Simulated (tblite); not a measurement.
# C3H9F3GeSi2: the cost of one run

Computed with tblite 0.8.0 and PySCF 2.14.0, with density-fitted response routines of our own, on a single molecule in the gas phase. Atoms are numbered from 0 throughout.

**1. Starting geometry**

18 atoms, charge 0, multiplicity 1; geometry from: force field or distance geometry start.

Bonds of the start (Å): C0–C1 1.32, C1–Si2 1.83, Si2–C3 1.86, C3–Si4 1.87, Si2–Ge5 2.32, Ge5–F6 1.77, Ge5–F7 1.77, Ge5–F8 1.73, C0–H9 1.09, C0–H10 1.06, C1–H11 1.11, Si2–H12 1.48, C3–H13 1.11, C3–H14 1.10, Si4–H15 1.48, Si4–H16 1.47, Si4–H17 1.48.

**2. Optimising the geometry with GFN2-xTB**

What the job is given:

```
{"job": {"kind": "relax", "xc": "GFN2-xTB", "basis": "xTB"}, "charge": 0, "multiplicity": 1}
C      2.836300    -0.134700    -0.815100
C      2.162000    -0.145000     0.320400
Si     0.335900    -0.011700     0.420900
C     -0.515700    -1.390600    -0.501700
Si    -2.350300    -1.007200    -0.536700
Ge    -0.442100     2.061900    -0.263600
F      0.916700     3.172400    -0.473300
F     -1.560600     2.700900     0.945700
F     -1.289500     1.936100    -1.766000
H      2.246900    -0.030700    -1.725700
H      3.894500    -0.214600    -0.887100
H      2.745300    -0.255900     1.257200
H     -0.025000    -0.139700     1.855400
H     -0.100000    -1.513700    -1.526300
H     -0.319500    -2.325700     0.048100
H     -3.147300    -2.053600     0.137200
H     -2.816800    -0.918800    -1.928400
H     -2.579700     0.276900     0.162600
```

Run with:

```
> OMP_NUM_THREADS=1 python probes_run.py task.json out
```

One launch serves the whole session: the jobs run in the order shown.

Q: Estimate the wall time of this first job on 1 thread of Intel Xeon at 2.50GHz, shared host.

About 7.2 s.
